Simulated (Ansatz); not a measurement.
# AgClH, charge +1: a pair, distance and angle

Aim: map the energy of AgClH, charge +1 over two coordinates, and find its wells, ridges and stiffness.

Method: RKS B3LYP-D4/def2-TZVPD; program: Ansatz 0.2.0.

## 1. Starting geometry

3 atoms, charge 1, spin multiplicity 1.

Atoms are counted from 1 here; the program's logs count them from 0.

Bond lengths: Ag1–Cl2 2.528 Å, Cl2–H3 1.313 Å. Angles: Ag1–Cl2–H3 100.6°.

As a file:

```xyz
3

Ag   -1.16845   -0.63995    1.23604
Cl    0.76780    0.42053    0.00405
H     0.40064    0.21942   -1.23999
```

## 5. Setting up the map

- distance Cl2···Ag1: 15 values from 2.127 to 3.527 Å
- turn of Ag1 about Cl2: 15 values from −60.0 to 60.0 °

Nothing else is relaxed (both partners rigid). Energies count from the ion and the molecule far apart, frozen as in the relaxed pair, each in its own basis (no counterpoise correction). Points are written as (first, second).

(The set-up runs are not shown.)

## 6. Grid point (3.389 Å, −42.9°)

The input, input.yaml:

```yaml
crystal:
  periodic: [false, false, false]
  atoms:
    - { symbol: Ag, position_ang: [-2.128738, -1.165926, -0.789584] }
    - { symbol: Cl, position_ang: [0.763071, 0.417937, -0.005912] }
    - { symbol: H, position_ang: [0.407288, 0.223062, -1.23477] }
total_charge: 1
basis:
  gaussian: { orbitals: def2-TZVPD }
hamiltonian:
  xc: { name: B3LYP }
  dispersion: d4
output:
  forces: true
```

On the command line:

```
$ ansatz run input.yaml --threads 1 --pin off --max-ram 2560MiB --backend cpu --events-out ev --progress --plain --runs-dir out
```

Further runs follow: all other points of the grid.

Before running it: what results should come out? Wanted: lowest point; highest computed point; largest force on an atom.

As calculated:

```
                       quantity                                                                        value
                   lowest point                                                  (2.555 Å, 0.0°), −94 kJ/mol
         highest computed point                               (2.127 Å, −60.0°), 254 kJ/mol above the lowest
largest force on an atom (eV/Å)  0.1 at (2.555 Å, 0.0°) to 9.3 at (2.127 Å, −60.0°); 0.1 at the lowest point
        time for the whole task                                             9.2 min on 1 thread, shared host
```

In words: The lowest computed point is at (2.555 Å, 0.0°), −94 kJ/mol from the ion and the molecule far apart, frozen as in the relaxed pair, each in its own basis (no counterpoise correction). The grid is coarse, so the true minimum lies between grid points and may sit elsewhere than the lowest one. No other kind of well shows on this grid. The highest computed point, (2.127 Å, −60.0°), lies 254 kJ/mol above the lowest. Round the minimum the two coordinates are nearly uncoupled. Without a counterpoise correction the wells come out somewhat too deep.
